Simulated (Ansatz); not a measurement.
# Barium, hcp under r²SCAN: from relaxation to bulk modulus

What does r²SCAN give for barium in the hcp structure? We relax it, solve it on a dense k-mesh, switch on spin-orbit coupling, then scale the cell to 7 volumes from 88 to 112 % of the relaxed one and try a fit of the equation of state. The k-meshes are 8×8×5 for the relaxation; 13×13×7 for the dense run; 8×8×5 for spin-orbit coupling; 9×9×5 for the volumes.

This is Ba in the hcp structure; at room conditions it is bcc.

Method: DFT r2SCAN, plane waves (500 eV) with PAW, scalar-relativistic; PBE-made PAW files, in Ansatz 0.2.0.

### Step 1. The system as given

It takes space group P6_3/mmc (No. 194, hexagonal). Conventional cell: a = 4.454 Å, b = 4.454 Å, c = 7.274 Å, α = 90.00°, β = 90.00°, γ = 120.00°. Around Ba (site symmetry -6m2) lie 12 Ba at 4.45 Å.

Coordinates:

```
Ba
1.0
     4.45449    0.00000    0.00000
    -2.22724    3.85770    0.00000
     0.00000    0.00000    7.27418
Ba
2
Cartesian
  0.0000 2.5718 1.8185
  2.2272 1.2859 5.4556
```

### Step 2. Relaxing cell and atoms

Input file input.yaml:

```yaml
crystal:
  lattice:
    - [4.454487373, 0.0, 0.0]
    - [-2.2272436865, 3.8576992259, 0.0]
    - [0.0, 0.0, 7.2741778801]
  atoms:
    - { symbol: Ba, position: [0.3333333333, 0.6666666667, 0.25] }
    - { symbol: Ba, position: [0.6666666667, 0.3333333333, 0.75] }
hamiltonian:
  xc: r2scan
  pseudopotentials:
    kind: paw
    azcp:
      Ba: "pseudopotentials/Ba.paw.azcp"
basis:
  ecutwfc: 500
  fft_grid_basis: typed
kpoints:
  mp_grid: { grid: [8, 8, 5], shift: [0, 0, 0] }
magnetization:
  spin_polarized: false
scf:
  occupations: { method: fermi_dirac, width: 0.1 }
relax:
  max_steps: 60
  f_tol: 0.01
  cell: {}
```

On the command line:

```console
ansatz run input.yaml --threads 1 --pin off --max-ram 3584MiB --backend cpu --events-out ev --progress --plain --runs-dir out
```

After this run come: The energy on a finer k-mesh; With spin-orbit coupling; Volume × 0.88; Volume × 0.92; Volume × 0.96; Volume × 1.0; Volume × 1.04; Volume × 1.08; Volume × 1.12.

Before running it: what results should come out? Wanted: space group; conventional cell; volume; shortest distance; gap on the mesh; relative to bcc; V₀, B₀, B₀′.

The runs gave:

| quantity | value |
| --- | --- |
| space group (spins left aside) | P6_3/mmc (No. 194) |
| conventional cell | a = 4.527 Å, c = 7.476 Å (c/a = 1.651) |
| volume | 66.351 Å³/atom |
| shortest distance | 4.527 Å |
| gap on the mesh | none (levels filled in part) |
| relative to bcc | +32 meV/atom |
| V₀, B₀, B₀′ | 66.082 Å³/atom, 7.5 GPa, 2.4 |

What this shows: From the guessed start the volume grew by 6.2 % in 4 steps. Against the reference form of barium (bcc, computed apart with the same settings) it stands 32 meV/atom higher. Levels at the Fermi energy are filled in part, as in a metal. The total energy of the spin-orbit run lies +13.4 eV/atom from the scalar one, but the two kinds of run don't share a zero of energy: only differences within one kind count. B₀ comes out at 7.5 GPa, a soft solid; letting shape and positions relax at each volume could only lower it. Relaxation kept the symmetry; phonons were not checked.
